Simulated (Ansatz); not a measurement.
# TeC2S2I2N4: the cost of one run

Program: Ansatz 0.2.0. Level of theory: DFT PBEsol, scalar-relativistic, plane waves, PAW. These are calculated values, not measurements.

## Step 1: The starting structure

Symmetry: C2/c, No. 15, monoclinic system. The conventional cell has a = 15.760 Å, b = 8.262 Å, c = 11.423 Å, α = 90.00°, β = 115.53°, γ = 90.00°. Te (site symmetry 2) has 2 I at 2.81 Å and 2 S at 3.00 Å as nearest neighbours. Around C (site symmetry 1) lie 2 N at 1.39 Å. S (site symmetry 1) is surrounded by 1 C at 1.60 Å. I (site symmetry 1) has 1 Te at 2.81 Å as nearest neighbours. Around N (site symmetry 1) lie 1 N at 1.32 Å and 1 C at 1.39 Å.

Coordinates:

```
Te C S I N
1.0
     7.88015   -4.13094    0.00000
     7.88015    4.13094    0.00000
    -4.92271    0.00000   10.30813
Te C S I N
2 4 4 4 8
Direct
  0.09788 0.90212 0.25000
  0.90212 0.09788 0.75000
  0.50493 0.76009 0.53347
  0.23991 0.49507 0.96653
  0.49507 0.23991 0.46653
  0.76009 0.50493 0.03347
  0.50244 0.73454 0.38621
  0.26546 0.49756 0.11379
  0.49756 0.26546 0.61379
  0.73454 0.50244 0.88621
  0.01962 0.23595 0.44069
  0.76405 0.98038 0.05931
  0.98038 0.76405 0.55931
  0.23595 0.01962 0.94069
  0.59203 0.77222 0.66398
  0.22778 0.40797 0.83602
  0.40797 0.22778 0.33602
  0.77222 0.59203 0.16398
  0.42719 0.78300 0.62788
  0.21700 0.57281 0.87212
  0.57281 0.21700 0.37212
  0.78300 0.42719 0.12788
```

The structure comes from the Materials Project (structure only).

## Step 2: Random moves and strain, cell strained

Against the listed cell: strain xx, yy, zz, yz, xz, xy = +6.0, +4.1, +0.6, +0.3, -0.4, -2.0 %; atoms moved by 0.06 Å root mean square, at most 0.09 Å.

The input, input.yaml:

```yaml
crystal:
  lattice:
    - [8.4358981851, -4.4625354692, -0.0462837378]
    - [8.2670253579, 4.1403949372, -0.0246376122]
    - [-5.2635238521, 0.1276274825, 10.3874882943]
  atoms:
    - { symbol: Te, position: [0.0974737827, 0.9027680741, 0.2467976721] }
    - { symbol: Te, position: [0.905684554, 0.0888650408, 0.7513183774] }
    - { symbol: C, position: [0.5014382764, 0.7628890849, 0.5302629112] }
    - { symbol: C, position: [0.2394698663, 0.4929176537, 0.9643869408] }
    - { symbol: C, position: [0.4956010257, 0.2372657309, 0.470561681] }
    - { symbol: C, position: [0.7652620802, 0.5066774474, 0.0301115743] }
    - { symbol: S, position: [0.4961613689, 0.728790673, 0.3811616454] }
    - { symbol: S, position: [0.271091246, 0.4977219155, 0.120550596] }
    - { symbol: S, position: [0.4858725358, 0.2672811988, 0.6088093736] }
    - { symbol: S, position: [0.7310871942, 0.5083854126, 0.8914738981] }
    - { symbol: I, position: [0.0219595497, 0.2324835755, 0.4377273187] }
    - { symbol: I, position: [0.769066744, 0.9818614394, 0.0596718206] }
    - { symbol: I, position: [0.9814737427, 0.7638738455, 0.5655759005] }
    - { symbol: I, position: [0.2362049185, 0.0235336816, 0.944430768] }
    - { symbol: "N", position: [0.5973521506, 0.7702798809, 0.6674306757] }
    - { symbol: "N", position: [0.2169581547, 0.4163762239, 0.8376245594] }
    - { symbol: "N", position: [0.4047068992, 0.2277752375, 0.3323762727] }
    - { symbol: "N", position: [0.7754442102, 0.5955592255, 0.1679399826] }
    - { symbol: "N", position: [0.4339467654, 0.7831799907, 0.6272105953] }
    - { symbol: "N", position: [0.2145691663, 0.5736476084, 0.8687789764] }
    - { symbol: "N", position: [0.5772161211, 0.2151117334, 0.3704174896] }
    - { symbol: "N", position: [0.7819581356, 0.4227586557, 0.1253838811] }
basis:
  ecutwfc: 420
kpoints:
  mp_grid: { grid: [4, 4, 4] }
hamiltonian:
  xc: pbesol
scf:
  occupations: { method: gaussian, width: 0.1 }
output:
  forces: true
  stress: true
  eigenvalues: true
```

Started as:

```console
$ ansatz run input.yaml --threads 4 --pin off --max-ram 7168MiB --backend cpu --events-out ev --progress --plain --runs-dir out
```

**Question.** How long does this run take on 4 threads of Arm Neoverse N1, shared host, and how much memory does it need?

About 4.7 min, with a peak of 3 GiB.
